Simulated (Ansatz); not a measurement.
# C₂H₆GeO: how energies converge with the basis set

One table from this session's results is given with a row withheld; the runs are named, their logs left out.

The runs use Ansatz 0.2.0, Gaussian basis; one geometry, several basis sets.

Levels to be run: PBE0-D4/def2-SVP; ωB97M-V/def2-SVP; PBE0-D4/def2-QZVPP; ωB97M-V/def2-QZVPP; the functionals' def2-TZVPP values are taken from earlier runs.

**The geometry**

All runs share one geometry, relaxed beforehand with PBE0-D4 in a triple-zeta def2 set.

SMILES `C=C[O][GeH3]`, 10 atoms, charge 0, spin multiplicity 1.

Atoms are counted from 1 here; the program's logs count them from 0.

Bond lengths: C1–C2 1.326 Å, C1–H5 1.081 Å, C1–H6 1.083 Å, C2–O3 1.350 Å, C2–H7 1.092 Å, O3–Ge4 1.792 Å, Ge4–H8 1.537 Å, Ge4–H9 1.538 Å, Ge4–H10 1.529 Å. Angles: C2–C1–H5 119.6°, C2–C1–H6 121.4°, H5–C1–H6 119.0°, C1–C2–O3 123.1°, C1–C2–H7 120.7°, O3–C2–H7 116.1°, C2–O3–Ge4 120.4°, O3–Ge4–H8 108.7°, O3–Ge4–H9 107.7°, O3–Ge4–H10 104.2°, H8–Ge4–H9 110.8°, H8–Ge4–H10 112.3°, H9–Ge4–H10 112.9°.

Set-up of the first run:

in.yaml reads:

```yaml
crystal:
  periodic: [false, false, false]
  atoms:
    - {symbol: C, position_ang: [1.885160, 0.223070, 0.964223]}
    - {symbol: C, position_ang: [0.623767, 0.309537, 0.564734]}
    - {symbol: O, position_ang: [0.221406, -0.016378, -0.682100]}
    - {symbol: Ge, position_ang: [-1.506718, -0.349897, -1.019549]}
    - {symbol: H, position_ang: [2.151409, 0.532007, 1.965352]}
    - {symbol: H, position_ang: [2.661948, -0.141423, 0.303670]}
    - {symbol: H, position_ang: [-0.150883, 0.681402, 1.238564]}
    - {symbol: H, position_ang: [-1.845341, -1.758499, -0.506632]}
    - {symbol: H, position_ang: [-2.339317, 0.714320, -0.284407]}
    - {symbol: H, position_ang: [-1.618333, -0.245138, -2.540857]}
basis:
  gaussian: {orbitals: def2-SVP}
hamiltonian: {xc: pbe0, dispersion: d4}
output: {orbitals: {seedname: orbitals}}
```

Run with:

```bash
$ ansatz run in.yaml --threads 2 --pin off --events-out ev --progress --plain --max-ram 32768MiB --backend cpu
```

Among the steps run: PBE0-D4 in def2-SVP; ωB97M-V in def2-SVP; PBE0-D4 in def2-QZVPP; ωB97M-V in def2-QZVPP.

One table of the session follows, with a row left open; its other results are not shown here.

It belongs to the step «Density functionals: the series». 

```
functional       basis  HOMO (eV)  LUMO (eV)
   PBE0-D4    def2-SVP          ?          ?
   PBE0-D4  def2-TZVPP      -6.61       0.07
   PBE0-D4  def2-QZVPP      -6.63      -0.20
   ωB97M-V    def2-SVP      -8.73       2.18
   ωB97M-V  def2-TZVPP      -8.85       1.89
   ωB97M-V  def2-QZVPP      -8.87       1.32
```

Q: Estimate the row for PBE0-D4, def2-SVP from the others.

**Answer.** HOMO (eV): -6.50; LUMO (eV): 0.26. In the column «HOMO (eV)» it is the highest.
